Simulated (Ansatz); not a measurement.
# CH4ClGe (SMILES [CH3][GeH][Cl]) at 6 levels

Wanted: a comparison of 6 runs (U-r2SCAN/def2-SVP, U-r2SCAN0/def2-SVP, UB2PLYP/def2-SVP, UBHLYP/def2-SVP, UMP2/def2-SVP, UBCCD(T)/def2-SVP) of CH4ClGe. 

The results are computed with Ansatz 0.2.0.

68 further runs of the same task are left out: 68 set aside as unsound or not needed.

## (1) The structure to begin with

The species is CH4ClGe (7 atoms), meant as a doublet with charge 0. SMILES: `[CH3][GeH][Cl]`. One bond was lengthened or shortened from a relaxed shape.

Bond lengths: C1–Ge2 1.957 Å, Ge2–Cl3 2.169 Å, C1–H4 1.092 Å, C1–H5 1.253 Å, C1–H6 1.091 Å, Ge2–H7 1.553 Å. Angles: C1–Ge2–Cl3 107.0°, C1–Ge2–H7 112.6°, Cl3–Ge2–H7 105.6°, Ge2–C1–H4 108.6°, Ge2–C1–H5 110.0°, Ge2–C1–H6 109.8°, H4–C1–H5 109.4°, H4–C1–H6 109.5°, H5–C1–H6 109.6°.

## (2) The energy at U-r2SCAN/def2-SVP (run 1)

The input, in.yaml:

```yaml
crystal:
  periodic: [false, false, false]
  atoms:
    - {symbol: C, position_ang: [-0.596100, 0.500966, -0.325321]}
    - {symbol: Ge, position_ang: [0.842400, -0.822934, -0.246521]}
    - {symbol: Cl, position_ang: [1.154000, -1.299134, 1.846079]}
    - {symbol: H, position_ang: [-0.296400, 1.377066, 0.253879]}
    - {symbol: H, position_ang: [-1.646200, 0.021400, 0.160800]}
    - {symbol: H, position_ang: [-0.772900, 0.791966, -1.361621]}
    - {symbol: H, position_ang: [2.198400, -0.261934, -0.753521]}
basis:
  gaussian:
    orbitals: def2-SVP
magnetization:
  spin_polarized: true
  initial_magnetization: 1
hamiltonian:
  xc: {name: r2SCAN}
accuracy: high
output: {orbitals: {seedname: orbitals}}
```

Run with:

```sh
ansatz run in.yaml --threads 1 --pin off --max-ram 3480MiB --events-out events.jsonl --progress --plain --runs-dir runs
```

Output:

```text
Warning: RAYON_NUM_THREADS=1 ignored (pool sized by the plan → 1); use --threads N
Functional definition: r2SCAN
  name "r2SCAN"
  parameter k0 = 0.174
  parameter k1 = 0.065
  parameter a1 = 4.9479
  exchange = r2scan_x(k0 = k0, k1 = k1, a1 = a1)
  correlation = r2scan_c
1783 factors; integrals over basis functions are off by at most 4.7e-9 eV
mean field evaluation 1: about -70124.2992 eV, gradient 3.3e1 eV
mean field evaluation 2: about -70115.9774 eV, gradient 4.8e1 eV
mean field evaluation 4: about -70129.6254 eV, gradient 1.9e0 eV
mean field evaluation 8: about -70129.6443 eV, gradient 4.2e-2 eV
mean field evaluation 16: about -70129.6443 eV, gradient 4.6e-5 eV
mean field -70129.64430354 eV, -2577.2168925747 hartree, gradient 4.5e-8 eV, S^2 0.752131; 0 other end points of the search recorded, 0 dependent functions left out
reference -70129.64430542 eV, -2577.2168926439 hartree; 30, 29 occupied and 54, 55 virtual orbitals, 1783 factors
Total energy: -70129.64430542 eV, -2577.2168926439 hartree
```

It took 22 s on 1 thread of Arm Neoverse V1, shared host; peak memory 0.38 GiB.

## (3) A single-point energy at U-r2SCAN0/def2-SVP (run 2)

The input, input.yaml:

```yaml
crystal:
  periodic: [false, false, false]
  atoms:
    - symbol: C
      position_ang: [-0.596100, 0.500966, -0.325321]
    - symbol: Ge
      position_ang: [0.842400, -0.822934, -0.246521]
    - symbol: Cl
      position_ang: [1.154000, -1.299134, 1.846079]
    - symbol: H
      position_ang: [-0.296400, 1.377066, 0.253879]
    - symbol: H
      position_ang: [-1.646200, 0.021400, 0.160800]
    - symbol: H
      position_ang: [-0.772900, 0.791966, -1.361621]
    - symbol: H
      position_ang: [2.198400, -0.261934, -0.753521]
basis:
  gaussian: {orbitals: def2-SVP}
accuracy: high
magnetization: {spin_polarized: true, initial_magnetization: 1}
output: {orbitals: {seedname: orbitals}}
hamiltonian: {xc: {name: r2SCAN0}}
```

Run with:

```sh
ansatz run input.yaml --threads 1 --pin off --max-ram 3480MiB --events-out events.jsonl --progress --plain --runs-dir runs
```

Output:

```text
Warning: RAYON_NUM_THREADS=1 ignored (pool sized by the plan → 1); use --threads N
Functional definition: r2SCAN0
  name "r2SCAN0"
  parameter a = 0.25
[... 3 set-up lines as earlier in the session ...]
  exchange = (1 - a)*r2scan_x(k0 = k0, k1 = k1, a1 = a1) + a*exact_x
[... 1 set-up line as earlier in the session ...]
1783 factors; integrals over basis functions are off by at most 4.7e-9 eV
mean field evaluation 1: about -70125.3851 eV, gradient 2.7e1 eV
mean field evaluation 2: about -70123.9736 eV, gradient 3.0e1 eV
mean field evaluation 4: about -70128.8461 eV, gradient 7.1e-1 eV
mean field evaluation 8: about -70128.9546 eV, gradient 1.2e-1 eV
mean field evaluation 16: about -70128.9547 eV, gradient 3.0e-4 eV
mean field -70128.95467198 eV, -2577.1915490824 hartree, gradient 9.5e-8 eV, S^2 0.752430; 0 other end points of the search recorded, 0 dependent functions left out
reference -70128.95467341 eV, -2577.1915491352 hartree; 30, 29 occupied and 54, 55 virtual orbitals, 1783 factors
Total energy: -70128.95467341 eV, -2577.1915491352 hartree
```

Run time: 31 s. Hardware: 1 thread of Arm Neoverse V1, shared host; peak memory 0.55 GiB.

Runs 3 to 4 aren't shown in full; the table further down has their settings and results.

## (4) A single-point energy at UMP2/def2-SVP (run 5)

The input, run.yaml:

```yaml
basis:
  gaussian:
    orbitals: def2-SVP
crystal:
  periodic: [false, false, false]
  atoms:
    - symbol: C
      position_ang: [-0.596100, 0.500966, -0.325321]
    - symbol: Ge
      position_ang: [0.842400, -0.822934, -0.246521]
    - symbol: Cl
      position_ang: [1.154000, -1.299134, 1.846079]
    - symbol: H
      position_ang: [-0.296400, 1.377066, 0.253879]
    - symbol: H
      position_ang: [-1.646200, 0.021400, 0.160800]
    - symbol: H
      position_ang: [-0.772900, 0.791966, -1.361621]
    - symbol: H
      position_ang: [2.198400, -0.261934, -0.753521]
magnetization:
  spin_polarized: true
  initial_magnetization: 1
correlation:
  method: mp2
  frozen_orbitals: {C: 1, Cl: 5, Ge: 9, H: 0}
accuracy: high
```

Run with:

```sh
ansatz run run.yaml --threads 1 --pin off --max-ram 3480MiB --events-out events.jsonl --progress --plain --runs-dir runs
```

Output:

```text
Warning: RAYON_NUM_THREADS=1 ignored (pool sized by the plan → 1); use --threads N
Functional definition: HF
  name "HF"
  exchange = exact_x
  correlation = 0
1783 factors; integrals over basis functions are off by at most 4.7e-9 eV
mean field evaluation 1: about -70057.5391 eV, gradient 1.5e1 eV
mean field evaluation 2: about -70057.5722 eV, gradient 1.5e1 eV
mean field evaluation 4: about -70059.2392 eV, gradient 2.1e0 eV
mean field evaluation 8: about -70059.2903 eV, gradient 3.2e-3 eV
mean field -70059.29025420 eV, -2574.6314289495 hartree, gradient 2.0e-8 eV, S^2 0.753655; 0 other end points of the search recorded, 0 dependent functions left out
15 core orbitals not correlated: weight in the atoms' cores, before any rotation towards them, 1.000 or more for the frozen orbitals, at most 0.000 for the correlated occupied ones
reference -70059.29025420 eV, -2574.6314289495 hartree; 15, 14 occupied and 54, 55 virtual orbitals, 1783 factors
second order -13.37101231 eV of doubles, -0.00000000 eV of singles
Total energy: -70072.66126651 eV, -2575.1228045886 hartree
```

It took 3.9 s on 1 thread of Arm Neoverse V1, shared host; peak memory 0.31 GiB.

## (5) The energy at UBCCD(T)/def2-SVP (run 6)

The input, molecule.yaml:

```yaml
crystal:
  periodic: [false, false, false]
  atoms:
    - {symbol: C, position_ang: [-0.596100, 0.500966, -0.325321]}
    - {symbol: Ge, position_ang: [0.842400, -0.822934, -0.246521]}
    - {symbol: Cl, position_ang: [1.154000, -1.299134, 1.846079]}
    - {symbol: H, position_ang: [-0.296400, 1.377066, 0.253879]}
    - {symbol: H, position_ang: [-1.646200, 0.021400, 0.160800]}
    - {symbol: H, position_ang: [-0.772900, 0.791966, -1.361621]}
    - {symbol: H, position_ang: [2.198400, -0.261934, -0.753521]}
basis:
  gaussian:
    orbitals: def2-SVP
magnetization:
  spin_polarized: true
  initial_magnetization: 1
correlation:
  method: bccd_t
  frozen_orbitals: {C: 1, Cl: 5, Ge: 9, H: 0}
accuracy: high
scf:
  omitted_lower_state_checks: [cluster_reference, increment]
```

Run with:

```sh
ansatz run molecule.yaml --threads 1 --pin off --max-ram 3480MiB --events-out events.jsonl --progress --plain --runs-dir runs
```

Output (excerpt; [...] marks lines left out):

```text
Warning: RAYON_NUM_THREADS=1 ignored (pool sized by the plan → 1); use --threads N
[... 2 set-up lines as earlier in the session ...]
[...]
1783 factors; integrals over basis functions are off by at most 4.7e-9 eV
[...]
mean field -70059.29025420 eV, -2574.6314289495 hartree, gradient 2.0e-8 eV, S^2 0.753655; 0 other end points of the search recorded, 0 dependent functions left out
15 core orbitals not correlated: weight in the atoms' cores, before any rotation towards them, 1.000 or more for the frozen orbitals, at most 0.000 for the correlated occupied ones
reference -70059.29025420 eV, -2574.6314289495 hartree; 15, 14 occupied and 54, 55 virtual orbitals, 1783 factors
second order -13.37101231 eV of doubles, -0.00000000 eV of singles
cycle   1  -13.73424151 eV  change   -3.6e-1 eV  update   8.2e-2
[...]
cycle  22  -14.17902742 eV  change    1.2e-9 eV  update   2.3e-9
perturbative correction -0.42237490 eV, -0.0155219914 hartree
Total energy: -70073.89165653 eV, -2575.1680205878 hartree
Checks for a lower state left out: cluster_reference, increment
```

It took 73 s on 1 thread of Arm Neoverse V1, shared host; peak memory 1 GiB.

## (6) The series

```
run               level  frozen core orbitals   energy (Eh)  HOMO energy (eV)  LUMO energy (eV)   ⟨S²⟩  wall time
  1   U-r2SCAN/def2-SVP                     –  -2577.216893             -5.42             -3.41  0.752       22 s
  2  U-r2SCAN0/def2-SVP                     –  -2577.191549             -6.48             -2.62  0.752       31 s
  3    UB2PLYP/def2-SVP                    15  -2576.696077             -7.15             -1.62  0.752       16 s
  4     UBHLYP/def2-SVP                     –  -2577.225280             -7.15             -2.05  0.752       13 s
  5       UMP2/def2-SVP                    15  -2575.122805                 –                 –  0.754      3.9 s
  6   UBCCD(T)/def2-SVP                    15  -2575.168021                 –                 –  0.754       73 s
```

## (7) What came out

| quantity | value |
| --- | --- |
| run 6: total energy | -2575.16802 Eh |
| run 6: correlation energy (15 core orbitals frozen) | -536.6 mEh |
| run 6: (T) correction | -15.52 mEh |
| run 6: ⟨S²⟩ of the reference determinant | 0.754 |

Totals of different functionals can't be ranked against each other. All runs together took 2.7 min, the longest 73 s.
